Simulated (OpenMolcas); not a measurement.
# BMK/ANO-RCC-MB (DKH2, RICD fitting, C-PCM ethanol) run of AlIF2 (SMILES [F][Al]([F])[I])

Aim: the energy change on altering one bond length of AlIF2 at BMK/ANO-RCC-MB (DKH2, RICD fitting, C-PCM ethanol), from 2 runs. 

The calculation is run with OpenMolcas 26.06.

7 further runs of the same task are left out: 7 set aside as unsound or not needed.

### Step 1. The molecule

AlIF2 has 4 atoms, charge 0, and is taken as a singlet. SMILES: `[F][Al]([F])[I]`. The shape is that of a PBE0-D4/def2-TZVP optimisation.

Bond lengths: F1–Al2 1.633 Å, Al2–F3 1.633 Å, Al2–I4 2.429 Å. Angles: F1–Al2–F3 118.5°, F1–Al2–I4 120.8°, F3–Al2–I4 120.8°.

### Step 2. Energy and gradient at BMK/ANO-RCC-MB (DKH2, RICD fitting, C-PCM ethanol)

Contents of run.input:

```
* AlF2I Kohn-Sham DFT

&GATEWAY
 Coord
 4
 angstrom
 F        1.129300       0.622700       1.165200
 Al       0.143500      -0.114200       0.091500
 F        0.299600      -1.724600      -0.131700
 I       -1.516900       1.155900      -1.145300
 Basis = ANO-RCC-MB
 Group = NoSym
 RICD
 aCD
 RF-Input
 PCM-Model
 Solvent=ethanol
 Conductor
 End of RF-Input

&SEWARD

&SCF
 KSDFT = 2
 1.0 HYB_MGGA_X_BMK
 1.0 GGA_C_BMK
 PrOrbitals = 1 1

&ALASKA
```

Started as:

```
export MOLCAS_MEM=1860
pymolcas run.input > run.log
```

The program printed (excerpt; [...] marks lines left out):

```text
--- Start Module: gateway ---
[...]
--- Stop Module: gateway /rc=_RC_ALL_IS_WELL_ ---
[...]
      Basis functions           46
[...]
--- Start Module: scf ---
[...]
       Convergence after   9 Iterations
[...]
::    Total KS-DFT energy                           -7553.1840400189
[...]
      Total spin, S                                     0.0000000000
[...]
      Total electronic charge=   84.000000
      Total            charge=   -0.000000
[...]
      Dipole Moment (debye):
      Origin of the operator (angstrom)=   -0.8416    0.6393   -0.6423
                   X=  2.2013E-01               Y= -1.6775E-01               Z=  1.6503E-01           Total=  3.2223E-01
      Quadrupole Moment (debye*angstrom):
[...]
--- Stop Module: scf /rc=_RC_ALL_IS_WELL_ ---
[...]
--- Start Module: alaska ---
[...]
 *              Molecular gradients               *
 **************************************************
  Irreducible representation: a
 ------------------------------------------------------------------------------------------
                              X                       Y                       Z
 ------------------------------------------------------------------------------------------
  F1               -3.89724067492523E-02   -3.18482365105917E-02   -4.23897336024073E-02
  AL2              -6.30707960453769E-03    4.47106109338691E-03   -6.01332363550355E-03
  F3               -3.70600381270059E-03    6.47009587131784E-02    1.05643677213806E-02
  I4                4.89854901664586E-02   -3.73237832959212E-02    3.78386895166329E-02
 ------------------------------------------------------------------------------------------
--- Stop Module: alaska /rc=_RC_ALL_IS_WELL_ ---
[...]
```

Wall time 24 s (1 thread of Arm Neoverse V2, shared host); peak memory 0.51 GiB.

### Step 3. The distorted shape at the same level

Contents of run.inp:

```
&GATEWAY
 COORD
 4
 angstrom
 F        1.295316       0.495709       1.288862
 Al       0.309516      -0.241191       0.215162
 F        0.465616      -1.851591      -0.008038
 I       -1.516900       1.155900      -1.145300
 BASIS
 ANO-RCC-MB
 GROUP
 NoSym
 RICD
 ACD
 RF-INPUT
 PCM-Model
 Solvent=ethanol
 Conductor
 End of RF-Input

&SEWARD

&SCF
 KSDFT
 2
 1.0 HYB_MGGA_X_BMK
 1.0 GGA_C_BMK
 PRORBITALS
 1 1

&ALASKA
```

Started as:

```
export MOLCAS_MEM=1860
pymolcas run.inp > run.log
```

The program printed (excerpt; [...] marks lines left out):

```text
--- Start Module: gateway ---
[...]
--- Stop Module: gateway /rc=_RC_ALL_IS_WELL_ ---
[...]
      Basis functions           46
[...]
--- Start Module: scf ---
[...]
       Convergence after  12 Iterations
[...]
::    Total KS-DFT energy                           -7553.2013381436
[...]
      Total spin, S                                     0.0000000000
[...]
      Total electronic charge=   84.000000
      Total            charge=   -0.000000
[...]
      Dipole Moment (debye):
      Origin of the operator (angstrom)=   -0.7854    0.5963   -0.6004
                   X=  7.5504E-01               Y= -5.7922E-01               Z=  5.7072E-01           Total=  1.1096E+00
      Quadrupole Moment (debye*angstrom):
[...]
--- Stop Module: scf /rc=_RC_ALL_IS_WELL_ ---
[...]
--- Start Module: alaska ---
[...]
 *              Molecular gradients               *
 **************************************************
  Irreducible representation: a
 ------------------------------------------------------------------------------------------
                              X                       Y                       Z
 ------------------------------------------------------------------------------------------
  F1               -3.78009244240793E-02   -3.24368573878315E-02   -4.22791832789517E-02
  AL2               3.30279529240372E-02   -2.55052079455016E-02    2.41467032636464E-02
  F3               -3.32649024578302E-03    6.37167391574458E-02    1.12756872859119E-02
  I4                8.09946174580745E-03   -5.77467382410646E-03    6.85679272937634E-03
 ------------------------------------------------------------------------------------------
--- Stop Module: alaska /rc=_RC_ALL_IS_WELL_ ---
[...]
```

Wall time 26 s (1 thread of Arm Neoverse V2, shared host); peak memory 0.52 GiB.

### Step 4. What came out

Level: BMK/ANO-RCC-MB (DKH2, RICD fitting, C-PCM ethanol).

| quantity | value |
| --- | --- |
| first shape: total energy | -7553.18404 Eh |
| first shape: dipole moment | 0.32 D |
| first shape: HOMO energy | -8.72 eV |
| first shape: LUMO energy | 0.20 eV |
| first shape: HOMO–LUMO gap | 8.92 eV |
| first shape: largest force on an atom | 3.717 eV/Å |
| distorted shape: total energy | -7553.20134 Eh |
| distorted shape: dipole moment | 1.11 D |
| distorted shape: HOMO energy | -8.19 eV |
| distorted shape: LUMO energy | -0.53 eV |
| distorted shape: HOMO–LUMO gap | 7.66 eV |
| distorted shape: largest force on an atom | 3.360 eV/Å |
| energy change with the Al2–I4 bond stretched from 2.429 to 2.672 Å | -0.471 eV |

With the Al2–I4 bond stretched from 2.429 to 2.672 Å the energy falls by 0.47 eV (45.4 kJ/mol). The first shape isn't relaxed at this level, so the change isn't measured from a minimum. The minimal basis adds a large error of its own. The largest force (first shape) is 3.72 eV/Å: the shape isn't a stationary point for this species at this level. Mulliken charges (first shape) run from -0.60 on F1 to +1.52 on Al2. Mulliken charges (distorted shape) run from -0.61 on F1 to +1.56 on Al2; they depend strongly on the basis.
